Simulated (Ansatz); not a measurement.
**F₂H₄O₂Si₂: a ladder of functionals**

An exercise on one series of results from a longer session: the logs are not shown, and one member is left open.

Computed with Ansatz 0.2.0, Gaussian basis. Level: functionals in def2-TZVPP, the program's frozen cores in correlated methods.

The runs, in order: PBE-D4, r2SCAN-D4, PBE0-D4, B3LYP-D4, ωB97X-V, ωB97M-V, B2PLYP; MP2/def2-TZVPP; MP2/def2-QZVPP.

1 further run of the same task is left out (it didn't finish).

**The geometry**

All runs share one geometry, relaxed beforehand with PBE0-D4 in a triple-zeta def2 set.

SMILES `O[SiH](O)[SiH](F)F`, 10 atoms, charge 0, spin multiplicity 1.

Atoms are counted from 1 here; the program's logs count them from 0.

Bond lengths: O1–Si2 1.646 Å, O1–H7 0.958 Å, Si2–O3 1.636 Å, Si2–Si4 2.350 Å, Si2–H8 1.493 Å, O3–H9 0.959 Å, Si4–F5 1.595 Å, Si4–F6 1.597 Å, Si4–H10 1.482 Å. Angles: Si2–O1–H7 117.9°, O1–Si2–O3 109.8°, O1–Si2–Si4 110.5°, O1–Si2–H8 108.1°, O3–Si2–Si4 103.7°, O3–Si2–H8 112.2°, Si4–Si2–H8 112.5°, Si2–O3–H9 119.1°, Si2–Si4–F5 110.2°, Si2–Si4–F6 108.1°, Si2–Si4–H10 116.8°, F5–Si4–F6 106.6°, F5–Si4–H10 107.4°, F6–Si4–H10 107.3°.

Set-up of the first run:

in.yaml

```yaml
crystal:
  periodic: [false, false, false]
  atoms:
    - {symbol: O, position_ang: [-0.819312, -1.495975, 0.934991]}
    - {symbol: Si, position_ang: [0.349829, -0.641160, 0.152665]}
    - {symbol: O, position_ang: [0.584171, -1.262965, -1.342814]}
    - {symbol: Si, position_ang: [-0.375328, 1.554842, -0.265854]}
    - {symbol: F, position_ang: [0.826868, 2.430619, -0.840989]}
    - {symbol: F, position_ang: [-0.793729, 2.214602, 1.127365]}
    - {symbol: H, position_ang: [-0.706853, -1.654173, 1.873204]}
    - {symbol: H, position_ang: [1.590422, -0.684432, 0.981998]}
    - {symbol: H, position_ang: [0.865683, -2.175582, -1.429236]}
    - {symbol: H, position_ang: [-1.521752, 1.714224, -1.191340]}
basis:
  gaussian: {orbitals: def2-TZVPP}
hamiltonian: {xc: pbe, dispersion: d4}
output: {forces: true, orbitals: {seedname: orbitals}}
```

Started as:

```console
$ ansatz run in.yaml --threads 2 --pin off --events-out ev --progress --plain --max-ram 32768MiB --backend cpu
```

Steps of the session up to this table: PBE-D4 (GGA); r2SCAN-D4 (meta-GGA); PBE0-D4 (hybrid); B3LYP-D4 (hybrid); ωB97X-V (range-separated); ωB97M-V (range-separated); B2PLYP (double hybrid).

One of the session's tables, all rows but one given; the rest of the session is left out.

It belongs to the step «Frontier levels by functional». 

| functional | HOMO (eV) | gap (eV) |
| --- | --- | --- |
| PBE-D4 | -6.71 | 5.35 |
| r2SCAN-D4 | -7.01 | 5.96 |
| PBE0-D4 | -8.04 | 7.52 |
| B3LYP-D4 | ? | ? |
| ωB97X-V | -10.37 | 11.88 |
| ωB97M-V | -10.14 | 11.32 |

Estimate the missing values for B3LYP-D4.

As computed: HOMO (eV): -7.87; gap (eV): 7.13. In the column «HOMO (eV)» it lies between PBE0-D4 (-8.04) and r2SCAN-D4 (-7.01).
